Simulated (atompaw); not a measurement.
# A PAW (atompaw) potential for Lu, from input to tests

Aim: build the potential from the settings below, then test how well it stands in for the atom: scattering, ghost states and the plane-wave cutoff that it needs.

Method: atompaw 4.2.0.5, PBEsol, scalar-relativistic.

## 1. The design

Typed settings, in words:

```json
{"element": "lutetium (Lu, Z = 71)", "type": "PAW", "frozen core": "[Kr]", "valence charge": "35", "reference configuration": "4d10 4f13.5 5s2 5p6 5d1.5 6s2 6p0", "partial waves": "5s (bound): rc 1.55 bohr; 6s (bound): rc 2.60 bohr; 5p (bound): rc 2.50 bohr; 6p (bound, empty): rc 2.60 bohr; 4d (bound): rc 0.65 bohr; 5d (bound): rc 2.60 bohr; 4f (bound): rc 0.75 bohr; 4f channel at 0.7 Ry: rc 0.75 bohr", "local potential": "vpsmatchnc scheme with l = 4 at 0.5 Ry, radius 2.00 bohr", "core correction": "smooth core density matched at 2.35 bohr", "augmentation charge": "sinc compensation charge, radius 2.05 bohr; PAW radius 2.60 bohr; waves and projectors: custom polynom gramschmidtortho"}
```

The nodes and maxima of the atom's own shells, from an earlier all-electron run, set the scale for the radii.

All-electron outer shells of the reference configuration (PBEsol, scalar-relativistic, ld1.x):

| shell | level (eV) | outermost node (bohr) | outermost maximum (bohr) |
| --- | --- | --- | --- |
| 4s | -489.38 | 0.25 | 0.44 |
| 4p | -361.92 | 0.25 | 0.47 |
| 4d | -195.75 | 0.23 | 0.48 |
| 5s | -63.17 | 0.57 | 1.04 |
| 5p | -33.31 | 0.61 | 1.19 |
| 4f | -13.16 | – | 0.47 |
| 6s | -4.88 | 1.40 | 3.00 |
| 5d | -2.30 | 0.68 | 1.78 |
| 6p | -1.35 | 1.71 | 4.16 |

## 2. Generation

Contents of Lu.input:

```
Lu 71
GGA-PBESOL scalarrelativistic loggrid 2001 logderivrange -16 5 526
6 6 5 4 0 0
6 1 0
5 2 1.5
4 3 13.5
0 0 0
c
c
c
c
v
v
c
c
c
v
v
c
v
v
v
3
2.60 2.05 2.00 2.35
n
n
n
y
0.7
n
custom polynom gramschmidtortho sinc
4 0.5 vpsmatchnc
1.55
2.60
2.50
2.60
0.65
2.60
0.75
0.75
PWSCFOUT
UPFDX 0.0125d0 UPFXMIN -7.d0 UPFZMESH 71.d0
END
```

On the command line:

```sh
$ atompaw < Lu.input > Lu.log
```

Before running it: what results should come out? Wanted: cutoffs for 10 and 1 mRy, occupied levels; bound ghosts; largest phase difference near zero energy, channels read; lowest eigenvalue of the overlap; share of valence orbitals outside the PAW sphere; UPF file.

As calculated:

```
                                                quantity                                                      value
               cutoffs for 10 and 1 mRy, occupied levels                                over 300 Ry and over 300 Ry
                                            bound ghosts                                                 none found
largest phase difference near zero energy, channels read                                                  0.226 rad
         lowest eigenvalue of the overlap (Bessel basis)                                                  0.492 (s)
        share of valence orbitals outside the PAW sphere  5s 0 %, 6s 77 %, 5p 2 %, 6p 94 %, 4d 0 %, 5d 42 %, 4f 0 %
                                                UPF file                                                    written
```

The potential is very hard: the looser tolerance needs over 300 Ry. It is free of bound ghosts as far as tested. Of the channels read, d scatters worst near zero energy, by up to 0.23 rad. The pseudo curves have a pole with no partner nearby in the atom's: s at 1.20 Ry. At positive energy that is a spurious or a displaced resonance. These are tests on the free atom; a crystal test is still owed.
